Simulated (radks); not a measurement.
# The Coulomb parameter U of the 5d shell of Hf²⁺

An exercise on one series of results from a longer session: the logs are not shown, and one member is left open.

Program: radks (a radial shooting solver on a logarithmic mesh, Libxc functionals) version 1. Level of theory: scalar-relativistic Kohn-Sham, BLYP, spin-unpolarised, spherical densities, finite nucleus. These are calculated values, not measurements, unless marked.

### The system

| Property | Result |
| --- | --- |
| element | hafnium (Z = 72) |
| charge | +2 |
| electrons | 70 |
| configuration | [Xe] 4f14 5d1 6p1 |
| nuclear rms radius | 5.347 fm |

Outer shells as boxes (Hund's rule):

Hf²⁺
```
[Xe] core
4f [↑↓][↑↓][↑↓][↑↓][↑↓][↑↓][↑↓]
5d [↑ ][  ][  ][  ][  ]
6p [↑ ][  ][  ]
```

Set-up of the first run:

Settings of this run:

```text
Z 72
configuration [Xe] 4f14 5d1 6p1
relativity scalar-relativistic
functional b88,lyp
spin unpolarised
nucleus finite rms 5.347 fm
c 137.035999084
```

Among the steps run: Start: [Xe] 4f14 5d1 6p1.

One table of the session follows, with a row left open; its other results are not shown here.

It belongs to the step «Start: [Xe] 4f14 5d1 6p1». Radial moments (bohr):

| level | <r> | outermost maximum (interpolated) | 90 % within | nodes |
| --- | --- | --- | --- | --- |
| 4s | 0.4683 | 0.437 | 0.673 | 3 |
| 4p | 0.4977 | 0.458 | 0.724 | 2 |
| 4d | 0.5352 | 0.471 | 0.804 | 1 |
| 5s | 1.131 | 1.01 | 1.63 | 4 |
| 5p | 1.328 | 1.16 | 1.94 | 3 |
| 4f | 0.6745 | 0.454 | 1.14 | 0 |
| 5d | 2.022 | 1.60 | 3.12 | 2 |
| 6p | ? | ? | ? | ? |

Estimate the missing values for 6p.

**Answer.** <r>: 3.597; outermost maximum (interpolated): 3.23; 90 % within: 5.17; nodes: 4. In the column «<r>» it is the highest.
